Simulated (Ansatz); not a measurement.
# PBr (P1) in Ansatz: convergence with ecutrho ratio

Aim: find how far ecutrho ratio must go before the results for PBr settle, at PBE. This setting moves, with any that are tied to it; all else stays.

All numbers are computed with Ansatz 0.2.0; they aren't measurements. Logs are shortened: lines on timing, memory, paths and dates and some standing lists are left out, and cuts for length are marked.

**1. The cell of the first run**

The typed cell holds 4 atoms: a = 4.939 Å, b = 5.589 Å, c = 6.306 Å, α = 93.19°, β = 96.34°, γ = 111.65°.

The cell comes from a database or a generator and needn't be the stable form of this composition.

The cell isn't the ideal one: atoms moved at random, drawn with an rms of 0.05 Å.

**2. With ecutrho ratio 4**

Input file input.yaml:

```yaml
crystal:
  lattice:
    - [4.938563, 0.0, 0.0]
    - [-2.06239, 5.194497, 0.0]
    - [-0.696781, -0.653765, 6.233256]
  atoms:
    - { symbol: Br, position: [0.658332, 0.853073, 0.241089] }
    - { symbol: Br, position: [0.330927, 0.143685, 0.758971] }
    - { symbol: P, position: [0.639764, 0.49819, 0.632868] }
    - { symbol: P, position: [0.359406, 0.497147, 0.373742] }
hamiltonian:
  xc: pbe
  pseudopotentials: { kind: nc, accuracy: standard }
kpoints:
  mp_grid: { grid: [4, 4, 3] }
scf:
  occupations: { method: cold, width: 0.1 }
output:
  forces: true
  stress: true
  eigenvalues: true
basis:
  ecutrho_ratio: 4
```

Potentials or basis: PseudoDojo standard (PBE files).

Started as:

```console
$ ansatz run input.yaml --threads 2 --pin off --max-ram 5632MiB --backend cpu --events-out ev --progress --plain --runs-dir out
```

Wall time 4.3 s (2 threads of Arm Neoverse V2, shared host); peak memory 0.39 GiB.

What came out:

```
Free energy            : -1233.1773 eV
Pressure               : 0.4 GPa
Largest force          : 0.686 eV/Å
Band gap on the k mesh : 1.61 eV, direct
```

**3. With ecutrho ratio 5**

Changes to input.yaml since step 2:

```diff
@@ -22,2 +22,2 @@
 basis:
-  ecutrho_ratio: 4
+  ecutrho_ratio: 5
```

Potentials or basis: PseudoDojo standard (PBE files).

Started as:

```console
$ ansatz run input.yaml --threads 2 --pin off --max-ram 5632MiB --backend cpu --events-out ev --progress --plain --runs-dir out
```

Run time: 4.5 s. Hardware: 2 threads of Arm Neoverse V2, shared host; peak memory 0.41 GiB.

What came out:

- Free energy: -1233.1773 eV
- Pressure: 0.4 GPa
- Largest force: 0.686 eV/Å
- Band gap on the k mesh: 1.61 eV, direct

**4. With ecutrho ratio 6**

Changes to input.yaml since step 3:

```diff
@@ -22,2 +22,2 @@
 basis:
-  ecutrho_ratio: 5
+  ecutrho_ratio: 6
```

Started as:

```console
$ ansatz run input.yaml --threads 2 --pin off --max-ram 5632MiB --backend cpu --events-out ev --progress --plain --runs-dir out
```

Run time: 4.6 s. Hardware: 2 threads of Arm Neoverse V2, shared host; peak memory 0.43 GiB.

Results:

- Free energy: -1233.1773 eV
- Pressure: 0.4 GPa
- Largest force: 0.686 eV/Å
- Band gap on the k mesh: 1.61 eV, direct

**5. With ecutrho ratio 8**

Changes to input.yaml since step 4:

```diff
@@ -22,2 +22,2 @@
 basis:
-  ecutrho_ratio: 6
+  ecutrho_ratio: 8
```

Started as:

```console
$ ansatz run input.yaml --threads 2 --pin off --max-ram 5632MiB --backend cpu --events-out ev --progress --plain --runs-dir out
```

It took 4.8 s on 2 threads of Arm Neoverse V2, shared host; peak memory 0.52 GiB.

The run converged. Its results:

| Quantity | Value |
| --- | --- |
| Free energy | -1233.1773 eV |
| Pressure | 0.4 GPa |
| Largest force | 0.686 eV/Å |
| Band gap on the k mesh | 1.61 eV, direct |

**6. With ecutrho ratio 10**

Changes to input.yaml since step 5:

```diff
@@ -22,2 +22,2 @@
 basis:
-  ecutrho_ratio: 8
+  ecutrho_ratio: 10
```

Potentials or basis: PseudoDojo standard (PBE files).

Started as:

```console
$ ansatz run input.yaml --threads 2 --pin off --max-ram 5632MiB --backend cpu --events-out ev --progress --plain --runs-dir out
```

Run time: 5 s. Hardware: 2 threads of Arm Neoverse V2, shared host; peak memory 0.62 GiB.

The run converged. Its results:

* Free energy: -1233.1773 eV
* Pressure: 0.4 GPa
* Largest force: 0.686 eV/Å
* Band gap on the k mesh: 1.61 eV, direct

**7. With ecutrho ratio 12**

Changes to input.yaml since step 6:

```diff
@@ -22,2 +22,2 @@
 basis:
-  ecutrho_ratio: 10
+  ecutrho_ratio: 12
```

Potentials or basis: PseudoDojo standard (PBE files).

Started as:

```console
$ ansatz run input.yaml --threads 2 --pin off --max-ram 5632MiB --backend cpu --events-out ev --progress --plain --runs-dir out
```

Log:

```text
Warning: RAYON_NUM_THREADS=2 ignored (pool sized by the plan → 2); use --threads N
Engine: ansatz 0.2.0, aarch64-unknown-linux-gnu
Pseudopotentials: kind: nc
Pseudopotential: Br, nc, valence charge 7, recommended cutoff 625.861884 eV (normal), Br.nc.azcp (PseudoDojo's, or run here from an input of PseudoDojo's; its table is named by hamiltonian.pseudopotentials.accuracy)
Pseudopotential: P, nc, valence charge 5, recommended cutoff 598.650497 eV (normal), P.nc.azcp (PseudoDojo's, or run here from an input of PseudoDojo's; its table is named by hamiltonian.pseudopotentials.accuracy)
Functional definition: PBE
  parameter kappa = 0.804
  parameter beta = 0.06672455060314922
  exchange = pbe_x(kappa = kappa, mu = beta*pi^2/3)
  correlation = pbe_c(beta = beta)
Crystal: 4 atoms, lattice volume = 159.904 Å³
Basis set: ecut = 625.861884 eV, 5685 PW (Γ), exchange–correlation on 144×160×180 points (8 copies of the dense FFT grid, shifted against one another)
Bands: 16, of which v1, the nominal top of the filled ones, is band 12 counted from 1 (11 counted from 0)
Symmetry: 1 space group operations
Space group: P1 (ITA 1), of the structure as read, at distance tolerance 5.4e-5 Å
k-points: 26 of 48 (time reversal used)
Non-local potential: Br, projectors of the file, l = 0: 2, l = 1: 2, l = 2: 2
Non-local potential: P, projectors of the file, l = 0: 2, l = 1: 2, l = 2: 2
Initial density: superposition of atomic densities (chi_scale 0.1, normalization cell, long waves kept (reshape's long-wave potential 0.08 eV rms))
Initial wavefunctions: pseudopotential atomic-orbital guess
Functional: x = pbe(κ = 0.804, μ = 0.2195149727645171), c = pbe(β = 0.06672455060314922)
SCF iter   1: F=—  HF=-1234.219168 eV  |F-HF|=—  |Δ(HF+E_count)|=         —  Δρ=3.43e-2  dr2=3.65e0  ethr=3.10e-3  ⟨swp⟩=9.5  Hψ=3328  notcnv=0
preconditioner: auto → Resta (q_TF=auto, 1.989 Å⁻¹)  ε∞=3.7  [insulator: Δε(μ)=1.377 eV  Ē_g=8.744 eV  σ=0.100 eV  W_gap=1.00  n_scr=20 (ndim 8)  ℏωp=14.4 eV  f_vac=0.074  D(μ)=-0.00/eV (n_scr^D=0)  ε∞_Penn≈3.7]
SCF iter   2: F=—  HF=-1233.269616 eV  |F-HF|=—  |Δ(HF+E_count)|=   9.50e-1  S|Δr|=    0.00e0  Δρ=1.46e-2  dr2=3.29e-1  ethr=3.10e-3  ⟨swp⟩=3.7  Hψ=1090  notcnv=0
SCF iter   3: F=—  HF=-1233.180943 eV  |F-HF|=—  |Δ(HF+E_count)|=   8.87e-2  S|Δr|=    0.00e0  Δρ=4.71e-3  dr2=3.38e-2  ethr=1.37e-3  ⟨swp⟩=3.6  Hψ=798  notcnv=0
SCF iter   4: F=—  HF=-1233.176320 eV  |F-HF|=—  |Δ(HF+E_count)|=   4.62e-3  S|Δr|=    0.00e0  Δρ=7.37e-4  dr2=1.28e-3  ethr=1.41e-4  ⟨swp⟩=2.4  Hψ=738  notcnv=0
SCF iter   5: F=—  HF=-1233.177160 eV  |F-HF|=—  |Δ(HF+E_count)|=   8.41e-4  S|Δr|=    0.00e0  Δρ=2.21e-4  dr2=1.46e-4  ethr=5.33e-6  ⟨swp⟩=2.8  Hψ=696  notcnv=0
SCF iter   6: F=—  HF=-1233.177310 eV  |F-HF|=—  |Δ(HF+E_count)|=   1.50e-4  S|Δr|=    0.00e0  Δρ=1.50e-4  dr2=8.69e-5  ethr=6.10e-7  ⟨swp⟩=2.0  Hψ=629  notcnv=0
SCF iter   7: F=—  HF=-1233.177316 eV  |F-HF|=—  |Δ(HF+E_count)|=   5.81e-6  S|Δr|=    0.00e0  Δρ=3.26e-5  dr2=2.40e-6  ethr=3.62e-7  ⟨swp⟩=2.2  Hψ=592  notcnv=0
SCF iter   8: F=—  HF=-1233.177320 eV  |F-HF|=—  |Δ(HF+E_count)|=   4.12e-6  S|Δr|=    0.00e0  Δρ=8.07e-6  dr2=1.52e-7  ethr=9.99e-9  ⟨swp⟩=2.0  Hψ=643  notcnv=0
SCF iter   9: F=-1233.177320 eV  HF=-1233.177320 eV  |F-HF|=1.24e-8  |Δ(HF+E_count)|=   1.88e-7  S|Δr|=    0.00e0  Δρ=2.21e-6  dr2=1.04e-8  ethr=4.17e-10  ⟨swp⟩=8.2  Hψ=2396  notcnv=0
SCF 1 converged in 9 iterations: F = -1233.177320 eV  dr2 = 1.04e-8
SCF converged after 9 iterations
Stability not checked: this state was not tested for a lower state beside it, because cold or Methfessel-Paxton smearing, or corrected tetrahedra, fill the levels in a way that the test cannot read (fill_not_monotonic; see scf.lower_state_search)
Free energy (F): -1233.177320 eV
Harris-Foulkes:  -1233.177320 eV  (|F-HF|=1.24e-8)
Internal energy: -1233.177320 eV  (E = F + TS)
E sigma→0 (E₀):  -1233.177320 eV
Fermi energy:    1.115674 eV
Step filling:    the computed levels leave a gap of 1.6136 eV = 16.1 smearing widths at the electron count; against every level under it full and every level over it empty, smearing changes F+E_penalty+E_count by +5.70e-32 meV and its σ→0 estimate by -8.49e-29 meV
--- Per-component energies (eV) ---
  E_band       = -123.157147
  E_kinetic    = 369.410474
  E_local      = -878.308262  (includes V_loc(G=0)·N_el)
  E_nonlocal   = 174.110518
  E_hartree    = 263.167784
  E_xc         = -389.577585
  E_vxc        = -314.704951  (∫ρ·V_xc dr)
  E_ewald      = -771.980251
  E_smearing   = 0.000000  (= −TS)
  E_closure    = -0.000000  (closes the sum)
  Σ components = -1233.177320   (vs F -1233.177320, Δ=0.00e0)
--- Forces (eV/Å), atoms counted from 1 ---
  atom   1  Br    -0.01111612    -0.18897446     0.05696353
  atom   2  Br     0.01081420     0.10893809    -0.00315902
  atom   3  P      0.40008582    -0.05547363     0.48662316
  atom   4  P     -0.39978419     0.13551738    -0.54043830
  max |Σ_I F_I| component: 1.06e-5 eV/Å
--- Stress (GPa, compression-positive) ---
        0.526289      -0.150725       0.755265
       -0.150725      -0.092867       0.187329
        0.755265       0.187329       0.808771
  P = ⅓ Tr σ = 0.4141 GPa (4.141 kbar)
--- Band table (eV; the first three rows and the last of 26) ---
  k-point 0: bands = ["-14.7049", "-14.2906", "-10.6858", "-6.7716", "-3.5764", "-3.5406", "-2.2858", "-1.9328", "-1.8638", "-1.0950", "-0.8552", "-0.3140", "2.2653", "3.4128", "4.9291", "5.8515"]
  k-point 1: bands = ["-14.6589", "-14.3422", "-10.6836", "-6.7759", "-3.7381", "-3.5282", "-2.1819", "-1.8209", "-1.7397", "-1.2073", "-0.7915", "-0.1742", "2.0784", "3.0678", "4.9207", "5.5328"]
  k-point 2: bands = ["-14.6515", "-14.3281", "-10.7315", "-6.8886", "-3.6332", "-3.3394", "-2.3033", "-2.0034", "-1.6092", "-1.3698", "-0.3660", "-0.1419", "2.1228", "3.0799", "4.3757", "5.8968"]
  k-point 25: bands = ["-14.6081", "-14.3384", "-10.7056", "-6.8243", "-3.8187", "-3.6012", "-2.9943", "-2.0502", "-1.4861", "-1.2193", "-0.6970", "0.1157", "2.6240", "3.2597", "5.0296", "6.1367"]
```

Wall time 5.2 s (2 threads of Arm Neoverse V2, shared host); peak memory 0.69 GiB.

What came out:

```yaml
Free_energy: -1233.1773 eV
Pressure: 0.4 GPa
Largest_force: 0.686 eV/Å
Band_gap_on_the_k_mesh: 1.61 eV, direct
```

**8. Summary**

```tsv
ecutrho ratio	energy less the tightest run, at zero smearing (meV/atom)	SCF cycles	CPU time (s)	peak memory (GiB)
4	0.00	9	8.5	0.39
5	0.00	9	8.8	0.41
6	0.00	9	9	0.43
8	0.00	9	9.4	0.52
10	0.00	9	9.9	0.62
12	0.00	9	10	0.69
```

Against the tightest run, the energy stays within 1 meV/atom from 4 on. The tightest run that finished is the yardstick and may itself not be fully converged.

Caveats: odd divisions of the mesh miss points on the zone boundary, where band edges often lie, so the gap on the mesh can be too wide.
